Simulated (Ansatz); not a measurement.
# FGeH2O2: the cost of one run

Computed with the Python package of Ansatz 0.2.0. Level of theory: r2SCAN/def2-TZVP.

## 1. The system

Bond lengths: O1–Ge2 1.726 Å, Ge2–O3 1.761 Å, Ge2–F4 1.695 Å, O1–H5 1.039 Å, O3–H6 0.994 Å. Angles: O1–Ge2–O3 108.4°, O1–Ge2–F4 112.0°, O3–Ge2–F4 108.4°, Ge2–O1–H5 106.4°, Ge2–O3–H6 105.9°.

The script holds or builds the structure itself.

## 2. The code

The input, tae.py:

```python
# -*- coding: utf-8 -*-
from collections import Counter

import ansatz as az

BASIS_SET = "def2-TZVP"
FUNCTIONAL = "r2scan"


def total_energy(molecule, charge=0, unpaired=0):
    calc = (
        molecule.calculation()
        .basis(gaussian=BASIS_SET)
        .functional(FUNCTIONAL)
    )
    if charge:
        calc = calc.charge(charge)
    if unpaired:
        calc = calc.spin("collinear", total=unpaired)
    report = calc.run(threads=1).report
    if report["published_state_doubts"]:
        print("  doubts:", report["published_state_doubts"])
    return report["free_energy_ev"]

geometry_ang = [
    ("O", [-0.7039, 1.3582, -0.4026]),
    ("Ge", [0.1261, -0.1533, -0.3274]),
    ("O", [1.1651, -0.1469, 1.0946]),
    ("F", [-0.9466, -1.4603, -0.2022]),
    ("H", [-1.2779, 1.3349, -1.2679]),
    ("H", [1.6793, -0.9965, 1.0593]),
]
fgeh2o2 = az.Crystal.molecule()
for symbol, xyz in geometry_ang:
    fgeh2o2 = fgeh2o2.atom(symbol, xyz)

unpaired = {"O": 2, "Ge": 2, "F": 1, "H": 1}
counts = Counter(site.symbol for site in fgeh2o2.cartesian_sites)
atom_energy = {s: total_energy(az.Crystal.molecule().atom(s, (0, 0, 0)), 0, unpaired[s]) for s in counts}
whole = total_energy(fgeh2o2, 0, 1)
for s, e in atom_energy.items():
    print(f"{s:2s} x{counts[s]}  {e:14.5f} eV")
print(f"FGeH2O2: {whole:.5f} eV")
split = sum(counts[s] * e for s, e in atom_energy.items()) - whole
print(f"atomisation energy (no zero-point term): {23.060548 * split:.1f} kcal/mol, {split / sum(counts.values()):.3f} eV an atom")
```

## 3. The input behind the calls

The engine receives this input (first run):

```yaml
crystal:
  periodic: [false, false, false]
  atoms:
    - { symbol: O, position_ang: [0.0, 0.0, 0.0] }
basis:
  gaussian:
    orbitals: def2-TZVP
hamiltonian:
  xc: r2scan
magnetization:
  spin_polarized: true
  initial_magnetization: 2.0
```

## 4. Launch

Run with:

```
python tae.py
```

What time and memory should one allow on 1 thread of Arm Neoverse V1, shared host?

About 21 s, with a peak of 0.29 GiB.
